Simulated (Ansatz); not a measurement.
# Zr3O: the cost of one run

Program: Ansatz 0.2.0. Level of theory: DFT PBEsol, scalar-relativistic, plane waves, PAW. These are calculated values, not measurements.

The COD entry's cell or inner coordinates are ideal or old and differ from later refinements, so a difference from it is no clean test against experiment.

### Step 1. The system as given

Symmetry: P6_322, No. 182, hexagonal system. The conventional cell has a = 5.583 Å, b = 5.583 Å, c = 5.156 Å, α = 90.00°, β = 90.00°, γ = 120.00°. Zr (site symmetry 2) has 2 O at 2.25 Å in its first shell of neighbours. O (site symmetry 32) has 6 Zr at 2.25 Å in its first shell of neighbours.

Coordinates:

```
Zr O
1.0
     5.58339    0.00000    0.00000
    -2.79170    4.83536    0.00000
     0.00000    0.00000    5.15593
Zr O
6 2
Cartesian
  1.8950 0.0000 0.0000
  0.9475 1.6411 2.5780
  -0.9475 1.6411 0.0000
  3.6884 0.0000 2.5780
  1.8442 3.1943 0.0000
  -1.8442 3.1943 2.5780
  0.0000 3.2236 1.2890
  2.7917 1.6118 3.8669
```

This cell was relaxed beforehand with the same method: volume 17.40 Å³/atom, gap on the mesh none (metal).

### Step 2. Tight relaxation for the response runs, with the smearing for a metal

The response runs start from a cell at rest, found with their own mesh and filling of the bands.

File input.yaml:

```yaml
crystal:
  lattice:
    - [5.5833920695, 0.0, 0.0]
    - [-2.7916960348, 4.8353593715, 0.0]
    - [0.0, 0.0, 5.1559330909]
  atoms:
    - { symbol: Zr, position: [0.3393912918, 0.0, 0.0] }
    - { symbol: Zr, position: [0.3393912918, 0.3393912918, 0.5] }
    - { symbol: Zr, position: [0.0, 0.3393912918, 0.0] }
    - { symbol: Zr, position: [0.6606087082, 0.0, 0.5] }
    - { symbol: Zr, position: [0.6606087082, 0.6606087082, 0.0] }
    - { symbol: Zr, position: [0.0, 0.6606087082, 0.5] }
    - { symbol: O, position: [0.3333333333, 0.6666666667, 0.25] }
    - { symbol: O, position: [0.6666666667, 0.3333333333, 0.75] }
basis:
  ecutwfc: 420
kpoints:
  mp_grid: { grid: [6, 6, 8] }
hamiltonian:
  xc: pbesol
scf:
  occupations: { method: fermi_dirac, width: 0.15 }
output:
  forces: true
  stress: true
  eigenvalues: true
relax:
  adjacent_minimum: "off"
  f_tol: 0.001
  max_steps: 60
  cell: { stress_tol: 0.01 }
```

Command:

```console
ansatz run input.yaml --threads 4 --pin off --max-ram 12288MiB --backend cpu --events-out ev --progress --plain --runs-dir out
```

What time and memory should one allow on 4 threads of Intel Xeon 6975P-C (Granite Rapids), shared host?

About 16 s, with a peak of 0.65 GiB.
